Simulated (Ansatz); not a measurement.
# LiPb: the cost of one run

Computed with Ansatz 0.2.0 (DFT LDA, scalar-relativistic, plane waves, PAW, unless a step's input says otherwise).

3 further runs of the same task are left out: 3 set aside as unsound or not needed.

### Step 1. The system as given

Symmetry: Pm-3m, No. 221, cubic system. Conventional cell: a = 3.466 Å, b = 3.466 Å, c = 3.466 Å, α = 90.00°, β = 90.00°, γ = 90.00°. Around Li (site symmetry m-3m) lie 8 Pb at 3.00 Å. Pb (site symmetry m-3m) is surrounded by 8 Li at 3.00 Å.

Coordinates:

```cif
data_structure
_symmetry_space_group_name_H-M 'Pm-3m'
_symmetry_Int_Tables_number 221
_cell_length_a 3.4657
_cell_length_b 3.4657
_cell_length_c 3.4657
_cell_angle_alpha 90.000
_cell_angle_beta 90.000
_cell_angle_gamma 90.000
_cell_volume 41.63
loop_
_atom_site_label
_atom_site_type_symbol
_atom_site_symmetry_multiplicity
_atom_site_Wyckoff_symbol
_atom_site_fract_x
_atom_site_fract_y
_atom_site_fract_z
_atom_site_occupancy
Li1 Li 1 b 0.50000 0.50000 0.50000 1
Pb1 Pb 1 a 0.00000 0.00000 0.00000 1
```

This cell was relaxed beforehand with the same method: volume 20.81 Å³/atom, gap on the mesh none (metal).

### Step 2. The cell at 0.98 of its volume

File input.yaml:

```yaml
crystal:
  lattice:
    - [3.4424763074, 0.0, 0.0]
    - [0.0, 3.4424763074, 0.0]
    - [0.0, 0.0, 3.4424763074]
  atoms:
    - { symbol: Li, position: [0.5, 0.5, 0.5] }
    - { symbol: Pb, position: [0.0, 0.0, 0.0] }
basis:
  ecutwfc: 420
kpoints:
  mp_grid: { grid: [12, 12, 12] }
hamiltonian:
  xc: lda
scf:
  occupations: { method: fermi_dirac, width: 0.15 }
output:
  forces: true
  stress: true
  eigenvalues: true
```

Started as:

```bash
> ansatz run input.yaml --threads 1 --pin off --max-ram 3072MiB --backend cpu --events-out ev --progress --plain --runs-dir out
```

What time and memory should one allow on 1 thread of Arm Neoverse V1, shared host?

About 2.6 s, with a peak of 0.31 GiB.
